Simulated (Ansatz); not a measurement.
# AlH5N2OSi: two geometries relaxed

Aim: relax the geometries before and after the inversion of the pyramid at N1, and see whether they are two minima and how far apart in energy. SMILES of the start: N[SiH]1[NH][Al]1[OH].

Method: RKS PBE/def2-SVP, in Ansatz 0.2.0.

## (1) Starting point

Bond lengths: N1–Si2 1.734 Å, Si2–N3 1.792 Å, Si2–Al4 2.385 Å, N3–Al4 1.958 Å, Al4–O5 1.778 Å, N1–H6 1.054 Å, N1–H7 1.087 Å, Si2–H8 1.456 Å, N3–H9 1.017 Å, O5–H10 0.970 Å. Angles (14 of 16 angles, heavy atoms first): N1–Si2–N3 109.8°, N1–Si2–Al4 114.4°, N3–Si2–Al4 53.7°, Si2–N3–Al4 78.9°, Si2–Al4–N3 47.5°, Si2–Al4–O5 154.5°, N3–Al4–O5 158.0°, N1–Si2–H8 117.6°, N3–Si2–H8 107.1°, Al4–Si2–H8 128.0°, Si2–N1–H6 111.4°, Si2–N1–H7 106.9°, Si2–N3–H9 109.6°, Al4–N3–H9 101.4°.

Structure file:

```xyz
10

N    -2.1398    0.3487    0.2024
Si   -0.7900   -0.4904   -0.4898
N     0.4780    0.6836   -0.9638
Al    1.2828   -0.1195    0.6305
O     2.4818   -0.3853    1.9156
H    -1.8383    0.9717    0.9968
H    -2.4705    1.0767   -0.5346
H    -1.0440   -1.3368   -1.6464
H     1.0528    0.2860   -1.7019
H     3.0705   -1.0859    1.5943
```

## (2) Relaxing end A

input.yaml

```yaml
crystal:
  periodic: [false, false, false]
  atoms:
    - { symbol: "N", position_ang: [-2.1398, 0.3487, 0.2024] }
    - { symbol: Si, position_ang: [-0.79, -0.4904, -0.4898] }
    - { symbol: "N", position_ang: [0.478, 0.6836, -0.9638] }
    - { symbol: Al, position_ang: [1.2828, -0.1195, 0.6305] }
    - { symbol: O, position_ang: [2.4818, -0.3853, 1.9156] }
    - { symbol: H, position_ang: [-1.8383, 0.9717, 0.9968] }
    - { symbol: H, position_ang: [-2.4705, 1.0767, -0.5346] }
    - { symbol: H, position_ang: [-1.044, -1.3368, -1.6464] }
    - { symbol: H, position_ang: [1.0528, 0.286, -1.7019] }
    - { symbol: H, position_ang: [3.0705, -1.0859, 1.5943] }
basis:
  gaussian: { orbitals: def2-SVP }
hamiltonian:
  xc: pbe
relax:
  f_tol: 0.015
  max_steps: 40
output:
  orbitals: {}
```

Command:

```
$ ansatz run input.yaml --threads 2 --pin off --max-ram 3072MiB --backend cpu --events-out ev --progress --plain --runs-dir out
```

Log, cut to the lines that bear on the results:

```text
Warning: RAYON_NUM_THREADS=2 ignored (pool sized by the plan → 2); use --threads N
[...]
Functional definition: PBE
[...]
1166 factors; their error is unknown
[...]
mean field -19561.74858034 eV, -718.8810008981 hartree, gradient 3.0e-5 eV, S^2 0.000000; 0 other end points of the search recorded, 0 dependent functions left out
[...]
reference -19561.74862292 eV, -718.8810024628 hartree; 27, 27 occupied and 76, 76 virtual orbitals, 1166 factors
relax step   1: F+E_penalty+E_count = -19561.74858034 eV  Δ(F+E_penalty+E_count) = +0.000e0 eV  max|allowed force component| = 2.190e0 eV/Å  Δτ_max = 0.0000 Å  (31 SCF iters, accepted)
[...]
relax step   3: F+E_penalty+E_count = -19562.64174599 eV  Δ(F+E_penalty+E_count) = -2.934e-1 eV  max|allowed force component| = 2.687e0 eV/Å  Δτ_max = 0.1952 Å  (37 SCF iters, accepted)
[...]
relax step   5: F+E_penalty+E_count = -19563.16507738 eV  Δ(F+E_penalty+E_count) = -2.287e-1 eV  max|allowed force component| = 8.131e-1 eV/Å  Δτ_max = 0.2000 Å  (36 SCF iters, accepted)
[...]
relax step   7: F+E_penalty+E_count = -19563.32229806 eV  Δ(F+E_penalty+E_count) = -9.755e-2 eV  max|allowed force component| = 4.845e-1 eV/Å  Δτ_max = 0.1998 Å  (37 SCF iters, accepted)
[...]
relax step   9: F+E_penalty+E_count = -19563.36264443 eV  Δ(F+E_penalty+E_count) = -4.035e-2 eV  max|allowed force component| = 1.941e-1 eV/Å  Δτ_max = 0.0982 Å  (30 SCF iters, accepted)
[...]
relax step  10: F+E_penalty+E_count = -19563.38078035 eV  Δ(F+E_penalty+E_count) = -1.814e-2 eV  max|allowed force component| = 1.028e-1 eV/Å  Δτ_max = 0.1000 Å  (29 SCF iters, accepted)
[...]
relax step  11: F+E_penalty+E_count = -19563.38893854 eV  Δ(F+E_penalty+E_count) = -8.158e-3 eV  max|allowed force component| = 1.037e-1 eV/Å  Δτ_max = 0.1500 Å  (30 SCF iters, accepted)
[...]
1166 factors; their error is unknown
```

## (3) The output, continued: end point A relaxed

Output, continued, cut to the lines that bear on the results:

```text
mean field -19563.39467088 eV, -718.9414936098 hartree, gradient 1.6e-5 eV, S^2 0.000000; 0 other end points of the search recorded, 0 dependent functions left out
[...]
reference -19563.39471455 eV, -718.9414952144 hartree; 27, 27 occupied and 76, 76 virtual orbitals, 1166 factors
relax step  12: F+E_penalty+E_count = -19563.39467088 eV  Δ(F+E_penalty+E_count) = -5.732e-3 eV  max|allowed force component| = 3.541e-1 eV/Å  Δτ_max = 0.0766 Å  (30 SCF iters, accepted)
[...]
relax step  18: F+E_penalty+E_count = -19563.40121045 eV  Δ(F+E_penalty+E_count) = -2.411e-4 eV  max|allowed force component| = 2.685e-2 eV/Å  Δτ_max = 0.0264 Å  (29 SCF iters, accepted)
[...]
relax step  19: F+E_penalty+E_count = -19563.40124202 eV  Δ(F+E_penalty+E_count) = -3.157e-5 eV  max|allowed force component| = 1.344e-2 eV/Å  Δτ_max = 0.0088 Å  (31 SCF iters, accepted)
1166 factors; their error is unknown
[...]
Atom 0 at    -2.052530     0.658158    -0.089629 Å, force    -0.006597    -0.013230    -0.013439 eV/Å
Atom 1 at    -0.699661    -0.373562    -0.443801 Å, force     0.002384    -0.004848     0.012781 eV/Å
Atom 2 at     0.837217     0.440367    -0.860781 Å, force    -0.006706     0.004047    -0.003148 eV/Å
Atom 3 at     1.408674    -0.515291     0.557735 Å, force     0.000673    -0.006162     0.011450 eV/Å
Atom 4 at     2.905420    -0.580022     1.407238 Å, force     0.001763     0.000303    -0.000516 eV/Å
Atom 5 at    -2.050955     1.316902     0.691285 Å, force    -0.001051     0.001687     0.001275 eV/Å
Atom 6 at    -3.000441     0.387674    -0.360502 Å, force     0.012629     0.006742     0.005318 eV/Å
Atom 7 at    -1.295011    -1.329460    -1.453465 Å, force    -0.002981     0.007158    -0.004189 eV/Å
Atom 8 at     1.021398     1.102015    -1.625742 Å, force     0.000765     0.003195    -0.007673 eV/Å
Atom 9 at     3.009188    -1.157983     2.180763 Å, force    -0.000878     0.001110    -0.001859 eV/Å
Dipole moment:    -0.260263     0.038626     0.236697 e Å
```

Run time: 21 s. Hardware: 2 threads of INTEL XEON PLATINUM 8581C at 2.30GHz (Emerald Rapids), shared host; peak memory 0.17 GiB.

Step by step:

| step | energy from step 1 (eV) | largest force component (eV/Å) |
| --- | --- | --- |
| 1 | 0.0000 | 2.1898 |
| 2 | -0.5998 | 1.4259 |
| 3 | -0.8932 | 2.6872 |
| 4 | -1.1878 | 1.7675 |
| 5 | -1.4165 | 0.8131 |
| 6 | -1.4762 | 0.9427 |
| 7 | -1.5737 | 0.4845 |
| 8x | -1.5418 | 1.6763 |
| 9 | -1.6141 | 0.1941 |
| 10 | -1.6322 | 0.1028 |
| 11 | -1.6404 | 0.1037 |
| 12 | -1.6461 | 0.3541 |
| 13 | -1.6489 | 0.2482 |
| 14x | -1.6454 | 0.2510 |
| 15 | -1.6517 | 0.0912 |
| 16x | -1.6507 | 0.1454 |
| 17 | -1.6524 | 0.0135 |
| 18 | -1.6526 | 0.0268 |
| 19 | -1.6527 | 0.0134 |

Step 1 is the start. 3 steps were tried and not accepted (marked x).

After: Bond lengths: N1–Si2 1.738 Å, Si2–N3 1.788 Å, Si2–Al4 2.338 Å, N3–Al4 1.803 Å, Al4–O5 1.722 Å, N1–H6 1.022 Å, N1–H7 1.022 Å, Si2–H8 1.512 Å, N3–H9 1.028 Å, O5–H10 0.971 Å. Angles (14 of 16 angles, heavy atoms first): N1–Si2–N3 116.5°, N1–Si2–Al4 130.6°, N3–Si2–Al4 49.7°, Si2–N3–Al4 81.2°, Si2–Al4–N3 49.1°, Si2–Al4–O5 175.6°, N3–Al4–O5 133.1°, N1–Si2–H8 101.8°, N3–Si2–H8 118.1°, Al4–Si2–H8 127.0°, Si2–N1–H6 122.5°, Si2–N1–H7 120.7°, Si2–N3–H9 128.3°, Al4–N3–H9 150.4°.

## (4) Relaxing end B

The second end starts from a geometry with the move made by hand.

input.yaml: that of step 2 with these lines changed.

```diff
@@ -8,4 +8,4 @@
     - { symbol: O, position_ang: [2.4818, -0.3853, 1.9156] }
-    - { symbol: H, position_ang: [-1.8383, 0.9717, 0.9968] }
-    - { symbol: H, position_ang: [-2.4705, 1.0767, -0.5346] }
+    - { symbol: H, position_ang: [-2.30755, 0.0502, 1.19882] }
+    - { symbol: H, position_ang: [-3.0323, -0.02654, -0.29274] }
     - { symbol: H, position_ang: [-1.044, -1.3368, -1.6464] }
@@ -20,3 +20 @@
   max_steps: 40
-output:
-  orbitals: {}
```

Command:

```
$ ansatz run input.yaml --threads 2 --pin off --max-ram 3072MiB --backend cpu --events-out ev --progress --plain --runs-dir out
```

Log, cut to the lines that bear on the results:

```text
Warning: RAYON_NUM_THREADS=2 ignored (pool sized by the plan → 2); use --threads N
[...]
Functional definition: PBE
[...]
1166 factors; their error is unknown
[...]
mean field -19561.77862149 eV, -718.8821048899 hartree, gradient 6.4e-5 eV, S^2 0.000000; 0 other end points of the search recorded, 0 dependent functions left out
[...]
reference -19561.77866539 eV, -718.8821065031 hartree; 27, 27 occupied and 76, 76 virtual orbitals, 1166 factors
relax step   1: F+E_penalty+E_count = -19561.77862149 eV  Δ(F+E_penalty+E_count) = +0.000e0 eV  max|allowed force component| = 2.847e0 eV/Å  Δτ_max = 0.0000 Å  (30 SCF iters, accepted)
[...]
relax step   5: F+E_penalty+E_count = -19563.21957236 eV  Δ(F+E_penalty+E_count) = -1.659e-1 eV  max|allowed force component| = 4.935e-1 eV/Å  Δτ_max = 0.1999 Å  (36 SCF iters, accepted)
[...]
Total energy: -19563.40132260 eV, -718.9417380558 hartree
Atom 0 at    -2.233927     0.135771     0.019864 Å, force     0.001608    -0.002300    -0.001394 eV/Å
Atom 1 at    -0.745282    -0.640664    -0.427966 Å, force     0.000167    -0.000267     0.000054 eV/Å
Atom 2 at     0.641441     0.434200    -0.773549 Å, force     0.000804    -0.000198    -0.001916 eV/Å
Atom 3 at     1.376157    -0.544171     0.551649 Å, force     0.002279     0.000707     0.003494 eV/Å
Atom 4 at     2.879944    -0.452026     1.386509 Å, force    -0.005072     0.000941    -0.004791 eV/Å
Atom 5 at    -2.320592     0.715574     0.856612 Å, force    -0.000358     0.001387     0.001712 eV/Å
Atom 6 at    -3.133597    -0.251371    -0.271805 Å, force    -0.000756     0.000482    -0.000291 eV/Å
Atom 7 at    -1.204922    -1.579817    -1.520890 Å, force    -0.000085     0.000064     0.000218 eV/Å
Atom 8 at     0.710090     1.179803    -1.478203 Å, force    -0.000595     0.001199    -0.000077 eV/Å
Atom 9 at     3.082939    -1.073239     2.104759 Å, force     0.002008    -0.002016     0.002991 eV/Å
Dipole moment:    -0.258889    -0.024012     0.240342 e Å
```

Wall time 19 s (2 threads of INTEL XEON PLATINUM 8581C at 2.30GHz (Emerald Rapids), shared host); peak memory 0.17 GiB.

Relaxation path:

| step | energy from step 1 (eV) | largest force component (eV/Å) |
| --- | --- | --- |
| 1 | 0.0000 | 2.8472 |
| 2 | -0.5790 | 1.3570 |
| 3 | -0.8777 | 2.4444 |
| 4 | -1.2751 | 1.0905 |
| 5 | -1.4410 | 0.4935 |
| 6 | -1.5479 | 0.3496 |
| 7 | -1.5771 | 0.5414 |
| 8x | -1.5301 | 0.7842 |
| 9 | -1.6165 | 0.1423 |
| 10 | -1.6196 | 0.1706 |
| 11 | -1.6213 | 0.0828 |
| 12 | -1.6218 | 0.1410 |
| 13 | -1.6224 | 0.0368 |
| 14 | -1.6225 | 0.0367 |
| 15 | -1.6226 | 0.0154 |
| 16 | -1.6226 | 0.0164 |
| 17 | -1.6227 | 0.0051 |

Step 1 is the start. 1 step was tried and not accepted (marked x).

After: Bond lengths: N1–Si2 1.738 Å, Si2–N3 1.788 Å, Si2–Al4 2.339 Å, N3–Al4 1.804 Å, Al4–O5 1.722 Å, N1–H6 1.022 Å, N1–H7 1.022 Å, Si2–H8 1.513 Å, N3–H9 1.028 Å, O5–H10 0.971 Å. Angles (14 of 16 angles, heavy atoms first): N1–Si2–N3 116.5°, N1–Si2–Al4 130.6°, N3–Si2–Al4 49.7°, Si2–N3–Al4 81.2°, Si2–Al4–N3 49.1°, Si2–Al4–O5 175.7°, N3–Al4–O5 133.1°, N1–Si2–H8 101.7°, N3–Si2–H8 118.0°, Al4–Si2–H8 127.2°, Si2–N1–H6 122.5°, Si2–N1–H7 120.8°, Si2–N3–H9 128.3°, Al4–N3–H9 150.4°.

## (5) What came out

| quantity | value |
| --- | --- |
| end A | 15 moves, 1.653 eV lower |
| end B | 15 moves, 1.623 eV lower |
| largest difference between the ends | 0.00 Å |
| end B relative to end A | -0.000 eV |

Both starts fell into the same minimum (no atom differs by more than 0.00 Å), so from this start no second minimum was found and no band was run; another arrangement could still be one.
